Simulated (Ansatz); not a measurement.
# BGeNH6 (SMILES B[NH][GeH3]): MP2/6-31G(d) (spherical functions)

What is the vertical ionisation energy of BGeNH6 at MP2/6-31G* (spherical functions)? 

The calculation is run with Ansatz 0.2.0.

69 further runs of the same task are left out: 69 set aside as unsound or not needed.

### Step 1. The molecule

BGeNH6: 9 atoms, total charge 0, spin state singlet. SMILES: `B[NH][GeH3]`. The shape is that of a PBE0-D4/def2-TZVP optimisation.

Bond lengths: B1–N2 1.392 Å, N2–Ge3 1.854 Å, B1–H4 1.199 Å, B1–H5 1.199 Å, N2–H6 1.010 Å, Ge3–H7 1.538 Å, Ge3–H8 1.530 Å, Ge3–H9 1.538 Å. Some angles: B1–N2–Ge3 126.2°, B1–N2–H6 117.9°, Ge3–N2–H6 115.9°, N2–B1–H4 119.2°, N2–B1–H5 119.6°, N2–Ge3–H7 109.1°, N2–Ge3–H8 106.5°, N2–Ge3–H9 109.1°, H4–B1–H5 121.2°, H7–Ge3–H8 111.5°.

### Step 2. The energy at MP2/6-31G(d) (spherical functions)

File in.yaml:

```yaml
crystal:
  periodic: [false, false, false]
  atoms:
    - {symbol: B, position_ang: [-0.874000, 0.629500, -1.162900]}
    - {symbol: "N", position_ang: [-0.023300, 0.687100, -0.062700]}
    - {symbol: Ge, position_ang: [0.665200, -0.761400, 0.866600]}
    - {symbol: H, position_ang: [-1.217900, -0.440700, -1.581000]}
    - {symbol: H, position_ang: [-1.249100, 1.647000, -1.674800]}
    - {symbol: H, position_ang: [0.253900, 1.598400, 0.272500]}
    - {symbol: H, position_ang: [2.201600, -0.714800, 0.804900]}
    - {symbol: H, position_ang: [0.114900, -2.015200, 0.184600]}
    - {symbol: H, position_ang: [0.217300, -0.676000, 2.335700]}
basis:
  gaussian: {orbitals: 6-31G_st_-spherical.json}
correlation: {method: mp2, frozen_orbitals: {B: 1, Ge: 9, H: 0, "N": 1}}
accuracy: high
```

The basis set 6-31G* is read from a file made from the Basis Set Exchange's data (not shown).

Started as:

```
ansatz run in.yaml --threads 1 --pin off --max-ram 3480MiB --events-out events.jsonl --progress --plain --runs-dir runs
```

Log:

```text
Warning: RAYON_NUM_THREADS=1 ignored (pool sized by the plan → 1); use --threads N
Functional definition: HF
  name "HF"
  exchange = exact_x
  correlation = 0
1655 factors; integrals over basis functions are off by at most 4.5e-9 eV
mean field evaluation 1: about -58712.4966 eV, gradient 2.8e1 eV
mean field evaluation 2: about -58712.5626 eV, gradient 2.8e1 eV
mean field evaluation 4: about -58714.6247 eV, gradient 3.0e0 eV
mean field evaluation 8: about -58714.6556 eV, gradient 7.8e-2 eV
mean field -58714.65567629 eV, -2157.7237978805 hartree, gradient 3.6e-8 eV, S^2 0.000000; 0 other end points of the search recorded, 0 dependent functions left out
11 core orbitals not correlated: weight in the atoms' cores, before any rotation towards them, 1.000 or more for the frozen orbitals, at most 0.000 for the correlated occupied ones
reference -58714.65567629 eV, -2157.7237978805 hartree; 14, 14 occupied and 47, 47 virtual orbitals, 1655 factors
second order -13.22031361 eV of doubles, -0.00000000 eV of singles
Total energy: -58727.87598989 eV, -2158.2096354444 hartree
```

Wall time 1.9 s (1 thread of Arm Neoverse V2, shared host); peak memory 0.18 GiB.

### Step 3. The doublet cation

File run.yaml:

```yaml
basis:
  gaussian:
    orbitals: 6-31G_st_-spherical.json
crystal:
  periodic: [false, false, false]
  atoms:
    - {symbol: B, position_ang: [-0.874000, 0.629500, -1.162900]}
    - {symbol: N, position_ang: [-0.023300, 0.687100, -0.062700]}
    - {symbol: Ge, position_ang: [0.665200, -0.761400, 0.866600]}
    - {symbol: H, position_ang: [-1.217900, -0.440700, -1.581000]}
    - {symbol: H, position_ang: [-1.249100, 1.647000, -1.674800]}
    - {symbol: H, position_ang: [0.253900, 1.598400, 0.272500]}
    - {symbol: H, position_ang: [2.201600, -0.714800, 0.804900]}
    - {symbol: H, position_ang: [0.114900, -2.015200, 0.184600]}
    - {symbol: H, position_ang: [0.217300, -0.676000, 2.335700]}
total_charge: 1
magnetization:
  spin_polarized: true
  initial_magnetization: 1
correlation:
  method: mp2
  frozen_orbitals: {B: 1, Ge: 9, H: 0, "N": 1}
accuracy: high
```

The basis set 6-31G* is read from a file made from the Basis Set Exchange's data (not shown).

Started as:

```
ansatz run run.yaml --threads 1 --pin off --max-ram 3480MiB --events-out events.jsonl --progress --plain --runs-dir runs
```

Log, cut to the lines that bear on the results:

```text
Warning: RAYON_NUM_THREADS=1 ignored (pool sized by the plan → 1); use --threads N
[... 2 set-up lines as earlier in the session ...]
[...]
1655 factors; integrals over basis functions are off by at most 4.4e-9 eV
[...]
mean field -58705.54678995 eV, -2157.3890524818 hartree, gradient 3.9e-8 eV, S^2 0.760235; 4 other end points of the search recorded, 0 dependent functions left out
11 core orbitals not correlated: weight in the atoms' cores, before any rotation towards them, 1.000 or more for the frozen orbitals, at most 0.000 for the correlated occupied ones
reference -58705.54678995 eV, -2157.3890524818 hartree; 14, 13 occupied and 47, 48 virtual orbitals, 1655 factors
second order -11.89850138 eV of doubles, -0.00000000 eV of singles
Total energy: -58717.44529133 eV, -2157.8263143424 hartree
```

Run time: 7.8 s. Hardware: 1 thread of Arm Neoverse V2, shared host; peak memory 0.3 GiB.

### Step 4. Summary of results

At MP2/6-31G* (spherical functions), 11 core orbitals frozen:

| quantity | value |
| --- | --- |
| singlet BGeNH6: total energy | -2158.20964 Eh |
| singlet BGeNH6: correlation energy (11 core orbitals frozen) | -485.8 mEh |
| doublet cation: total energy | -2157.82631 Eh |
| doublet cation: correlation energy (11 core orbitals frozen) | -437.3 mEh |
| doublet cation: ⟨S²⟩ of the reference determinant | 0.760 |
| vertical ionisation energy (to the doublet cation) | 10.431 eV |

The vertical ionisation energy comes to 10.43 eV (241 kcal/mol).
